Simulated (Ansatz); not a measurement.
# KVF₃, space group Pm-3m: an equation of state with a fit

Program: Ansatz 0.2.0, Python API.

`kvf3.py`
```python
import warnings

import ansatz as az
import numpy as np
from pymatgen.analysis.eos import EOS

VECTORS = np.array([
    [4.131, 0.0, 0.0],
    [0.0, 4.131, 0.0],
    [0.0, 0.0, 4.131],
])
SITES = [
    ('K', [0.0, 0.0, 0.0], 0.0),
    ('V', [0.5, 0.5, 0.5], 1.5),
    ('F', [0.5, 0.5, 0.0], 0.0),
    ('F', [0.0, 0.5, 0.5], 0.0),
    ('F', [0.5, 0.0, 0.5], 0.0),
]


def build(cell):
    crystal = az.Crystal(lattice=az.Lattice.of(cell))
    for symbol, position, moment in SITES:
        crystal = crystal.atom(symbol, position, moment=moment or None)
    return crystal

warnings.simplefilter('ignore', az.DeckWarning)

volumes, energies, pressures = [], [], []
for scale in np.linspace(0.88, 1.12, 7):
    cell = VECTORS * scale ** (1 / 3)
    job = build(cell).calculation()
    job = job.scf(max_iterations=200)
    job = job.spin(az.SpinTreatment.COLLINEAR)
    job = job.mixing('anderson', beta=0.1)
    job = job.functional('PBEsol').basis(470)
    job = job.occupations('Marzari-Vanderbilt')
    job = job.kpoints(6, 6, 6)
    job = job.stress()
    rep = job.run(threads=1, pin='off').report
    volumes.append(abs(np.linalg.det(cell)) / len(SITES))
    energies.append(rep['free_energy_ev'] / len(SITES))
    pressures.append(np.trace(rep['stress_gpa']) / 3)
    print(f'V = {volumes[-1]:8.4f} A^3/atom  F = {energies[-1]:.5f} eV/atom  P = {pressures[-1]:8.3f} GPa')

for form in ['birch_murnaghan', 'pourier_tarantola']:
    fit = EOS(eos_name=form).fit(volumes, energies)
    print(f'{form:18s} V0 {fit.v0:8.4f} A^3/atom  B0 {fit.b0_GPa:7.1f} GPa  B1 {fit.b1:5.2f}')
```

```console
$ python kvf3.py
V =  12.4073 A^3/atom  F = -1361.39688 eV/atom  P =   11.058 GPa
V =  12.9713 A^3/atom  F = -1361.42643 eV/atom  P =    5.931 GPa
V =  13.5353 A^3/atom  F = -1361.43989 eV/atom  P =    1.873 GPa
V =  14.0992 A^3/atom  F = -1361.44060 eV/atom  P =   -1.341 GPa
V =  14.6632 A^3/atom  F = -1361.43122 eV/atom  P =   -3.890 GPa
V =  15.2272 A^3/atom  F = -1361.41383 eV/atom  P =   -5.910 GPa
V =  15.7911 A^3/atom  F = -1361.39006 eV/atom  P =   -7.524 GPa
birch_murnaghan    V0  13.8481 A^3/atom  B0    77.8 GPa  B1  4.68
pourier_tarantola  V0  13.8492 A^3/atom  B0    78.3 GPa  B1  4.61
```

A third-order Birch-Murnaghan fit through the 7 points has its minimum at 13.85 Å³ an atom, 1.8 % below the typed cell, with a bulk modulus of 78 GPa and dB/dP = 4.7. From that minimum the energy rises by 44.8 meV an atom on the compressed side and 51.6 meV on the expanded side.

These settings explore the input space; cutoff and mesh may be short of convergence. The magnetic order follows from the starting moments and needn't be the lowest. With one magnetic atom the cell can hold only ferromagnetic order. Pressure is positive in compression. Without a Hubbard U or exact exchange, semilocal functionals often make such 3d compounds metallic or too weakly gapped. The structure is a deposited one; some such entries were measured under pressure or heat, so a shift against it needn't be the functional's error alone. Wall time of the script: 80 s on 1 thread of Arm Neoverse V2, on a shared host, peak memory 0.57 GiB.
